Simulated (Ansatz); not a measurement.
**C₆H₁₄F₂Si: up Jacob's ladder to CCSD(T)**

The task here is to estimate one member of a computed series from the others.

Method: functionals in def2-TZVPP, the program's frozen cores in correlated methods; program: Ansatz 0.2.0, Gaussian basis.

Plan: LDA (SPW92), PBE-D4, revPBE-D4, BLYP-D4, r2SCAN-D4, B97M-V, PBE0-D4, B3LYP-D4, r2SCANh-D4, r2SCAN0-D4, HSE06-D4, BHLYP-D4, CAM-B3LYP-D4, LC-ωPBE, ωB97X-V, ωB97M-V, B2PLYP, PBE-QIDH; CCSD(T)/def2-SVP; CCSD(T)/def2-TZVPP; MP2/def2-QZVPP; extrapolation to the limit; RPA on PBE.

## Structure used throughout

The geometry comes from an earlier relaxation with PBE0-D4 in a triple-zeta def2 set; it is a stationary point, not always the lowest conformer.

SMILES `CC(C)(C)C[Si](C)(F)F`, 23 atoms, charge 0, spin multiplicity 1.

Atoms are counted from 1 here; the program's logs count them from 0.

Bond lengths: C1–C2 1.528 Å, C1–H10 1.094 Å, C1–H11 1.094 Å, C1–H12 1.094 Å, C2–C3 1.527 Å, C2–C4 1.527 Å, C2–C5 1.540 Å, C3–H13 1.092 Å, C3–H14 1.094 Å, C3–H15 1.093 Å, C4–H16 1.094 Å, C4–H17 1.092 Å, C4–H18 1.093 Å, C5–Si6 1.855 Å, C5–H19 1.099 Å, C5–H20 1.099 Å, Si6–C7 1.847 Å, Si6–F8 1.598 Å and more. Angles: C2–C1–H10 111.1°, C2–C1–H11 111.1°, C2–C1–H12 110.8°, H10–C1–H11 107.9°, H10–C1–H12 107.9°, H11–C1–H12 107.9°, C1–C2–C3 108.9°, C1–C2–C4 108.9°, C1–C2–C5 108.2°, C3–C2–C4 109.6°, C3–C2–C5 110.6°, C4–C2–C5 110.6°, C2–C3–H13 111.9°, C2–C3–H14 111.1°, C2–C3–H15 110.3°, H13–C3–H14 107.7°, H13–C3–H15 107.9°, H14–C3–H15 107.8° and more.

Geometry (Å):

```
C     0.94209   -1.72801   -1.38182
C     0.33886   -1.03507   -0.16095
C     1.33379   -1.11413    0.99417
C    -0.95304   -1.75056    0.22568
C     0.05565    0.43239   -0.53231
Si   -0.69636    1.61936    0.67876
C    -0.91395    3.31667   -0.01520
F    -2.12186    1.09783    1.17762
F     0.19523    1.73065    1.99999
H     1.87487   -1.24552   -1.68731
H     0.25372   -1.69861   -2.23123
H     1.16213   -2.77687   -1.16395
H     0.93379   -0.66822    1.90678
H     2.26415   -0.59388    0.74910
H     1.58132   -2.15702    1.20981
H    -1.69225   -1.69133   -0.57821
H    -1.40287   -1.32144    1.12311
H    -0.75610   -2.80808    0.42129
H    -0.60243    0.45835   -1.41241
H     0.99112    0.90469   -0.86396
H     0.04579    3.74269   -0.31694
H    -1.56982    3.30162   -0.88884
H    -1.35903    3.97759    0.73230
```

The first run:

Contents of in.yaml:

```yaml
crystal:
  periodic: [false, false, false]
  atoms:
    - {symbol: C, position_ang: [0.942088, -1.728006, -1.381822]}
    - {symbol: C, position_ang: [0.338855, -1.035074, -0.160952]}
    - {symbol: C, position_ang: [1.333794, -1.114127, 0.994171]}
    - {symbol: C, position_ang: [-0.953037, -1.750565, 0.225681]}
    - {symbol: C, position_ang: [0.055653, 0.432385, -0.532307]}
    - {symbol: Si, position_ang: [-0.696358, 1.619356, 0.678763]}
    - {symbol: C, position_ang: [-0.913947, 3.316670, -0.015195]}
    - {symbol: F, position_ang: [-2.121862, 1.097829, 1.177620]}
    - {symbol: F, position_ang: [0.195230, 1.730652, 1.999992]}
    - {symbol: H, position_ang: [1.874868, -1.245519, -1.687306]}
    - {symbol: H, position_ang: [0.253724, -1.698609, -2.231228]}
    - {symbol: H, position_ang: [1.162126, -2.776871, -1.163952]}
    - {symbol: H, position_ang: [0.933790, -0.668221, 1.906776]}
    - {symbol: H, position_ang: [2.264145, -0.593875, 0.749101]}
    - {symbol: H, position_ang: [1.581323, -2.157020, 1.209808]}
    - {symbol: H, position_ang: [-1.692247, -1.691327, -0.578210]}
    - {symbol: H, position_ang: [-1.402872, -1.321440, 1.123113]}
    - {symbol: H, position_ang: [-0.756102, -2.808081, 0.421293]}
    - {symbol: H, position_ang: [-0.602433, 0.458350, -1.412414]}
    - {symbol: H, position_ang: [0.991124, 0.904690, -0.863959]}
    - {symbol: H, position_ang: [0.045786, 3.742694, -0.316938]}
    - {symbol: H, position_ang: [-1.569822, 3.301618, -0.888836]}
    - {symbol: H, position_ang: [-1.359028, 3.977593, 0.732299]}
basis:
  gaussian: {orbitals: def2-TZVPP}
hamiltonian: {xc: lda}
output: {orbitals: {seedname: orbitals}}
```

Steps of the session up to this table: LDA; PBE-D4 (GGA); revPBE-D4 (GGA); BLYP-D4 (GGA); r2SCAN-D4 (meta-GGA); B97M-V (meta-GGA); PBE0-D4 (hybrid); B3LYP-D4 (hybrid); r2SCANh-D4 (hybrid); r2SCAN0-D4 (hybrid); HSE06-D4 (hybrid); BHLYP-D4 (hybrid); CAM-B3LYP-D4 (range-separated); LC-ωPBE (range-separated); ωB97X-V (range-separated); ωB97M-V (range-separated); B2PLYP (double hybrid); PBE-QIDH (double hybrid).

One of the session's tables, all rows but one given; the rest of the session is left out.

It belongs to the step «Frontier levels by functional». 

| functional | HOMO (eV) | LUMO (eV) | gap (eV) |
| --- | --- | --- | --- |
| LDA (SPW92) | -7.15 | -0.32 | 6.83 |
| PBE-D4 | -7.01 | -0.08 | 6.93 |
| revPBE-D4 | -6.95 | 0.05 | 7.00 |
| BLYP-D4 | -6.92 | -0.06 | 6.86 |
| r2SCAN-D4 | -7.29 | 0.52 | 7.82 |
| B97M-V | -7.42 | 0.00 | 7.42 |
| PBE0-D4 | -8.36 | 0.72 | 9.08 |
| B3LYP-D4 | -8.16 | 0.40 | 8.57 |
| r2SCANh-D4 | -7.79 | 0.77 | 8.56 |
| r2SCAN0-D4 | -8.54 | 1.12 | 9.66 |
| HSE06-D4 | -7.95 | 0.35 | 8.31 |
| BHLYP-D4 | -9.65 | 1.33 | 10.98 |
| CAM-B3LYP-D4 | -9.76 | 1.49 | 11.24 |
| LC-ωPBE | -11.05 | 2.79 | 13.84 |
| ωB97X-V | -10.72 | 2.54 | 13.26 |
| ωB97M-V | ? | ? | ? |

**Question.** Estimate the row for ωB97M-V.

As computed: HOMO (eV): -10.59; LUMO (eV): 2.14; gap (eV): 12.72. In the column «HOMO (eV)» it lies between ωB97X-V (-10.72) and CAM-B3LYP-D4 (-9.76).
